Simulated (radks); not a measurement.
# Spin polarisation of the 4d shell in Ru²⁺

Aim: the energy gained and the exchange splitting as electrons of the 4d shell of Ru²⁺ are turned from spin down to spin up.

Program: radks (a radial shooting solver on a logarithmic mesh, Libxc functionals) version 1. Level of theory: scalar-relativistic Kohn-Sham, r2SCAN, spin-polarised, spherical densities, finite nucleus. These are calculated values, not measurements, unless marked.

## 1. The atom as given

```
element            : ruthenium (Z = 44)
charge             : +2
electrons          : 42
configuration      : [Kr] 4d(up 3, down 3)
nuclear rms radius : 4.4809 fm
```

A shell typed twice in an input gives spin up, then spin down.

## 2. No moment

Settings of this run:

```text
Z 44
configuration [Kr] 4d3 4d3
relativity scalar-relativistic
functional r2scan,r2scan
spin polarised
nucleus finite rms 4.4809 fm
c 137.035999084
```

## 3. moment 1 in 4d

Settings, as their differences from step 2:

```diff
@@ -1,3 +1,3 @@
 Z 44
-configuration [Kr] 4d3 4d3
+configuration [Kr] 4d3.5 4d2.5
 relativity scalar-relativistic
```

## 4. moment 2 in 4d

Settings, as their differences from step 3:

```diff
@@ -1,3 +1,3 @@
 Z 44
-configuration [Kr] 4d3.5 4d2.5
+configuration [Kr] 4d4 4d2
 relativity scalar-relativistic
```

## 5. moment 3 in 4d

Settings, as their differences from step 4:

```diff
@@ -1,3 +1,3 @@
 Z 44
-configuration [Kr] 4d4 4d2
+configuration [Kr] 4d4.5 4d1.5
 relativity scalar-relativistic
```

## 6. moment 4 in 4d

Settings, as their differences from step 5:

```diff
@@ -1,3 +1,3 @@
 Z 44
-configuration [Kr] 4d4.5 4d1.5
+configuration [Kr] 4d5 4d1
 relativity scalar-relativistic
```

Before running it: what results should come out? Wanted: for each run, moment; E − E(0); ε(4d up); ε(4d down); splitting.

The runs gave:

| moment (μB) | E − E(0) (eV) | ε(4d up) (eV) | ε(4d down) (eV) | splitting (eV) |
| --- | --- | --- | --- | --- |
| 0 | 0.000 | -24.112 | -24.112 | 0.000 |
| 1 | -0.242 | -24.571 | -23.601 | 0.970 |
| 2 | -0.971 | -24.980 | -23.032 | 1.948 |
| 3 | -2.192 | -25.339 | -22.399 | 2.940 |
| 4 | -3.916 | -25.649 | -21.687 | 3.962 |

At a moment of 4 μB the energy has fallen by 3.92 eV and the 4d levels split by 3.96 eV, 0.990 eV per μB. The Stoner form E = −I m²/4 would give I = 0.979 eV. The energy falls at every step.
